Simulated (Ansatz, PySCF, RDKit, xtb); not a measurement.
# C5H9N3: which of the isomers drawn lies lowest?

Which of a sample of isomers of C5H9N3 is the most stable in the gas at 298.15 K, and what are its properties? The sample is small against all isomers, and the most stable one of this formula need not be in it.

The funnel: GFN2-xTB relaxations, single points with a density functional, relaxations at PBE0-D3(BJ)/def2-SVP, harmonic vibrations (at GFN2-xTB), and a last energy at a higher level. All values are calculated.

### Step 1. Drawing up candidates

Isomers were taken from a list of plausible structures; this is a sample, not all of them. That gives 3 candidates.

| label | SMILES | spin |
| --- | --- | --- |
| c016 | CC(C)c1cnn[nH]1 | singlet |
| c247 | CC(C)c1cn[nH]n1 | singlet |
| c443 | CC(C)c1c[nH]nn1 | singlet |

Candidates are built by distance geometry, with a force field where one applies, in up to four conformers (letters a to d).

**Question.** With final energies at CCSD(T)/def2-SVP + MP2/def2-TZVPP - MP2/def2-SVP, which structure will this search put lowest in free energy, and by what margin?

| quantity | value |
| --- | --- |
| lowest structure found | CC(C)c1cn[nH]n1, singlet |
| next finalist | CC(C)c1c[nH]nn1, singlet, 3.6 kcal/mol higher in G |
| share at equilibrium, among the finalists | 99.7 % |
| dipole moment (PBE0/def2-SVPD) | 0.52 D |
| HOMO energy (PBE0/def2-SVPD) | -7.62 eV |
| LUMO energy (PBE0/def2-SVPD) | -0.17 eV |
| HOMO–LUMO gap (PBE0/def2-SVPD) | 7.45 eV |
| lowest excitation (TD-PBE0/def2-SVPD) | 6.45 eV (f = 0.000) |
| strongest of the states computed, same level | 6.55 eV (f = 0.100) |
| lowest triplet excitation, same level, Tamm-Dancoff | 4.84 eV |
| vertical ionisation energy | 9.58 eV |
| vertical electron affinity | -1.68 eV (unbound: the value depends on the basis) |
| vertical triplet less singlet | +4.78 eV |

The lowest structure found is `CC(C)c1cn[nH]n1`. Among the finalists first place is clear (3.6 kcal/mol); structures outside the list aren't covered. GFN2-xTB, HF/STO-3G, r2SCAN-D4/def2-SVP, PBE0-D3(BJ)/def2-SVP, HF/def2-SVP and MP2/def2-SVP already put its bonding pattern lowest among the structures in one piece. Lowest found is not proven lowest: the search is finite, and each finalist counts with one conformer. Only 3 drawn patterns were tried, so whole families of isomers are missing, and the result ranks this sample alone.
